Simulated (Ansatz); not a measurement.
# AlN: the cost of one run

Program: Ansatz 0.2.0, driven from Python. Level of theory: DFT with a functional composed in the script, plane waves, PAW. These are calculated values, not measurements.

The COD entry's cell or inner coordinates are ideal or old and differ from later refinements, so a difference from it is no clean test against experiment.

## Step 1: The system

It takes space group P6_3mc (No. 186, hexagonal). Conventional cell: a = 3.113 Å, b = 3.113 Å, c = 4.981 Å, α = 90.00°, β = 90.00°, γ = 120.00°. Around Al (site symmetry 3m) lie 4 N at 1.89 Å. N (site symmetry 3m) has 4 Al at 1.89 Å as nearest neighbours.

The script holds or builds the structure itself.

## Step 2: The code

aln_pdos.py reads:

```python
# -*- coding: utf-8 -*-
from collections import Counter
import json

import ansatz as az
import matplotlib.pyplot as plt
import numpy as np

MESH = (9, 9, 5)
CUTOFF_EV = 530
N_EMPTY = 14

aln = (
    az.Lattice.of((3.113, 0.0, 0.0), (-1.5565, 2.695937, 0.0), (0.0, 0.0, 4.981))
    .atom("Al", (1 / 3, 2 / 3, 0.0))
    .atom("Al", (2 / 3, 1 / 3, 0.5))
    .atom("N", (1 / 3, 2 / 3, 0.38))
    .atom("N", (2 / 3, 1 / 3, 0.88))
)

job = (
    aln.calculation()
    .kpoints(*MESH)
    .basis(CUTOFF_EV)
    .mixing("anderson")
    .initial_density(normalization="cell")
    .functional(exchange="b88", correlation="lda")
    .accuracy("low")
    .occupations(az.OccupationsMethod.FIXED)
    .scf(extra_bands=N_EMPTY)
    .density_of_states(projected=True, method="smearing", broadening_width=0.15, energy_step=0.1)
)
outcome = job.run(events_out="events.ndjson")
report = outcome.report
with open("events.ndjson") as stream:
    kinds = Counter(json.loads(line)["event"] for line in stream)
print("events:", {kind: kinds[kind] for kind in ("scf_iter", "scf_done", "notice", "finished")})

dos = outcome.density_of_states()
energy = np.asarray(dos.energies_ev) - dos.fermi_ev
curves = {}
for site in outcome.projected_density_of_states().sites:
    for shell in site.shells:
        weight = sum(np.sum(curve.g_bin_mean_per_ev, axis=0) for curve in shell.curves)
        name = f"{site.species} {shell.label}"
        curves[name] = curves.get(name, 0) + weight

window = (energy > -6) & (energy < 6)
fig, ax = plt.subplots(figsize=(5.5, 3.5))
for name, g in curves.items():
    if g[window].max() > 0.05:
        ax.plot(energy[window], g[window], label=name, lw=1)
        print(f"{name:8s} peak {g[window].max():7.3f} states/eV at {energy[window][g[window].argmax()]:6.2f} eV")
ax.set(xlabel="E - E_F (eV)", ylabel="states/eV")
ax.legend(fontsize=7)
fig.tight_layout()
fig.savefig("pdos.png", dpi=100)
```

## Step 3: The calls as engine input

The package turns the script's settings into the engine's input:

```yaml
crystal:
  lattice:
    - [3.113, 0.0, 0.0]
    - [-1.5565, 2.695937, 0.0]
    - [0.0, 0.0, 4.981]
  atoms:
    - { symbol: Al, position: [0.3333333333333333, 0.6666666666666666, 0.0] }
    - { symbol: Al, position: [0.6666666666666666, 0.3333333333333333, 0.5] }
    - { symbol: "N", position: [0.3333333333333333, 0.6666666666666666, 0.38] }
    - { symbol: "N", position: [0.6666666666666666, 0.3333333333333333, 0.88] }
accuracy: low
basis:
  ecutwfc: 530.0
kpoints:
  mp_grid:
    grid: [9, 9, 5]
hamiltonian:
  xc:
    exchange: b88
    correlation: lda
scf:
  n_extra_bands: 14
  mixing:
    algorithm: anderson
  occupations:
    method: fixed
  initial_density:
    normalization: cell
output:
  dos:
    de: 0.1
    method:
      smearing:
        sigma: 0.15
    projected: true
```

## Step 4: Launch

Started as:

```sh
> python aln_pdos.py
```

Q: Estimate wall time and peak memory on 1 thread of Arm Neoverse V1, shared host.

About 7.3 s, with a peak of 0.41 GiB.
